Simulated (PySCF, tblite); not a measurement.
**C₄H₉Si radical: geometry, infrared bands and EPR parameters**

Wanted: the infrared bands and EPR parameters of C₄H₉Si radical (`CC[C@@H]1[CH][SiH2]1`), by calculation.

Programs: tblite 0.8.0 and PySCF 2.14.0, with density-fitted response routines of our own. Each step states its level of theory. These are calculated values for one molecule in the gas phase, unless marked as measured. Atoms count from 0, in the outputs and in this text.

## 1. The starting structure

14 atoms, charge 0, multiplicity 2; geometry from: force field or distance geometry start.

Bonds of the start (Å): C0–C1 1.51, C1–C2 1.52, C2–C3 1.44, C3–Si4 1.82, Si4–C2 1.83, C0–H5 1.11, C0–H6 1.09, C0–H7 1.10, C1–H8 1.09, C1–H9 1.10, C2–H10 1.08, C3–H11 1.07, Si4–H12 1.48, Si4–H13 1.49.

## 2. Optimising the geometry with GFN2-xTB

Job settings and geometry (Å):

```
{"job": {"kind": "relax", "xc": "GFN2-xTB", "basis": "xTB"}, "charge": 0, "multiplicity": 2}
C     -1.936000     0.414100    -0.059500
C     -0.682200    -0.262200    -0.564900
C      0.376600    -0.331700     0.518600
C      1.269100     0.776200     0.731300
Si     2.116900    -0.687900     0.062300
H     -2.708200     0.430900    -0.849900
H     -2.360200    -0.105500     0.803400
H     -1.736200     1.455100     0.245700
H     -0.316100     0.259700    -1.447200
H     -0.935900    -1.287800    -0.865000
H      0.013800    -0.846400     1.398500
H      1.239400     1.708100     0.212500
H      3.049600    -1.196200     1.092900
H      2.608600    -0.326800    -1.300900
```

Launch:

```
$ OMP_NUM_THREADS=1 python probes_run.py task.json out
```

One launch serves the whole session: the jobs run in the order shown.

**Question.** This job is followed by: GFN2-xTB harmonic vibrations, gas phase; UKS B3LYP, pcH-1 on C H Si, non-relativistic, mean-field spin-orbit, GIAO. What will the session give for the following? strongest single infrared mode (GFN2-xTB); zero-point energy (GFN2-xTB); g(iso) (B3LYP); ⟨S²⟩; largest a(iso) (averaged by class); potential on the surface of density 0.002 e/bohr³, 1st and 99th percentile.

The runs gave:

| quantity | value |
| --- | --- |
| strongest single infrared mode (GFN2-xTB) | 2270 cm⁻¹, 365 km/mol |
| zero-point energy (GFN2-xTB) | 69.8 kcal/mol |
| g(iso) (B3LYP) | 2.00371 |
| ⟨S²⟩ | 0.756 (exact 0.75) |
| largest a(iso) (averaged by class) | 13C on C3, 220.9 MHz |
| potential on the surface of density 0.002 e/bohr³, 1st and 99th percentile | -1.09 V and 0.91 V |

In words: Relaxing lowered the energy by 0.637 eV in 89 steps; the close pair that moved most is C2–Si4, from 1.834 to 2.044 Å. All 36 modes are real, so the xTB geometry is a minimum. The strongest single mode, at 2270 cm⁻¹, moves mainly H13. GFN2-xTB is a fitted tight-binding method: band positions and strengths are rough. Its intensities can rank the bands wrongly. C3 carries the largest spin population, 0.67 e. The isotropic g lies 1.4 ppt above the free-electron value. These values are for one conformer; the search (at its own cheap level) found 1 more, at 1.07 kcal/mol, and measured spectra average over such forms.
